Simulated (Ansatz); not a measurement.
# Si2Mo (I4/mmm): equation of state with a fit

Where is the equilibrium volume of Si2Mo (I4/mmm), and how stiff is it? Aim: an equation of state with a fit, for Si2Mo (I4/mmm), run from a script.

Computed with Ansatz 0.2.0, driven from Python. Level of theory: DFT PBE, plane waves, PAW.

## Step 1: Starting point

It takes space group I4/mmm (No. 139, tetragonal). Conventional cell: a = 3.200 Å, b = 3.200 Å, c = 7.861 Å, α = 90.00°, β = 90.00°, γ = 90.00°. Around Si (site symmetry 4mm) lie 5 Si at 2.61 to 2.63 Å and 5 Mo at 2.62 Å. Around Mo (site symmetry 4/mmm) lie 10 Si at 2.62 Å.

The script holds or builds the structure itself.

## Step 2: The script

The input, run_eos.py:

```python
'''Energy against volume for Si2Mo, with a fit.'''

import argparse
import warnings

import ansatz as az
import numpy as np

parser = argparse.ArgumentParser(description='Energy against volume for Si2Mo, with a fit.')
parser.add_argument('--functional', required=True, help='exchange-correlation functional')
parser.add_argument('--filling', default='Fermi-Dirac', help='how the bands are filled')
parser.add_argument('--width-ev', type=float, required=True, help='smearing width (eV)')
parser.add_argument('--tolerance', type=float, required=True, help='SCF tolerance (eV)')
parser.add_argument('--kgrid', type=int, nargs=3, default=[13, 13, 13], help='k-point sampling')
args = parser.parse_args()

vectors0 = np.array([
    [-1.6, 1.6, 3.9305],
    [1.6, -1.6, 3.9305],
    [1.6, 1.6, -3.9305],
])
sites = [
    ('Si', (0.333, 0.333, 0.0)),
    ('Si', (0.667, 0.667, 0.0)),
    ('Mo', (0.0, 0.0, 0.0)),
]


def on_lattice(cell):
    crystal = az.Crystal(lattice=az.Lattice.of(cell))
    for symbol, position in sites:
        crystal = crystal.atom(symbol, position)
    return crystal


def main() -> None:
    warnings.simplefilter('ignore', az.DeckWarning)

    # uniform scaling of the cell
    volumes, energies, pressures = [], [], []
    for scale in np.linspace(0.94, 1.06, 7):
        cell = vectors0 * scale ** (1 / 3)
        calculation = (
            on_lattice(cell).calculation()
            .functional(args.functional)
            .pseudopotentials('paw')
            .basis(41 * az.Ry)
            .occupations(args.filling, width=args.width_ev)
            .scf(tolerance=args.tolerance)
            .kpoints(*args.kgrid)
            .stress()
        )
        report = calculation.run(threads=1).report
        volumes.append(abs(np.linalg.det(cell)) / len(sites))
        energies.append(report['free_energy_ev'] / len(sites))
        pressures.append(np.trace(report['stress_gpa']) / 3)
        print(f'V = {volumes[-1]:8.4f} A^3/atom  F = {energies[-1]:.5f} eV/atom  P = {pressures[-1]:8.3f} GPa')

    # third-order Birch-Murnaghan: a cubic in V^(-2/3)
    x = np.array(volumes) ** (-2 / 3)
    poly = np.polynomial.Polynomial.fit(x, energies, 3).convert()
    roots = poly.deriv().roots()
    x0 = min((r.real for r in roots if abs(r.imag) < 1e-9 and poly.deriv(2)(r.real) > 0), key=lambda r: abs(r - x.mean()))
    v0 = x0 ** -1.5
    b0 = 4 / 9 * poly.deriv(2)(x0) * v0 ** (-7 / 3) * 160.21766
    b1 = 4 + 2 / 3 * x0 * poly.deriv(3)(x0) / poly.deriv(2)(x0)
    print(f'V0 = {v0:.4f} A^3/atom, B0 = {b0:.1f} GPa, dB/dP = {b1:.2f}')


if __name__ == '__main__':
    main()
```

## Step 3: Running it

Started as:

```bash
> python run_eos.py --functional pbe --width-ev 0.05 --tolerance 1e-09
```

**Question.** Estimate the equilibrium volume and the bulk modulus.

**Answer**, as computed:

```
                      quantity           value
                 runs compared               7
               range of energy  48.11 meV/atom
lowest point, volume (Å³/atom)          13.684
      equilibrium volume (fit)   13.56 Å³/atom
            bulk modulus (fit)         208 GPa
```

A third-order Birch-Murnaghan fit through the 7 points has its minimum at 13.56 Å³ an atom, 1.1 % above the typed cell, with a bulk modulus of 208 GPa and dB/dP = 4.4. From that minimum the energy rises by 48.9 meV an atom on the compressed side and 19.3 meV on the expanded side. What to keep in mind:
- Shape and fractional positions are held along the curve, so the bulk modulus is an upper value where they are free to relax, by a factor of two or more in layered or hydrogen-bonded cells.
- The program warned that this SCF threshold is loose for forces or stresses.
- Pressure is positive in compression.
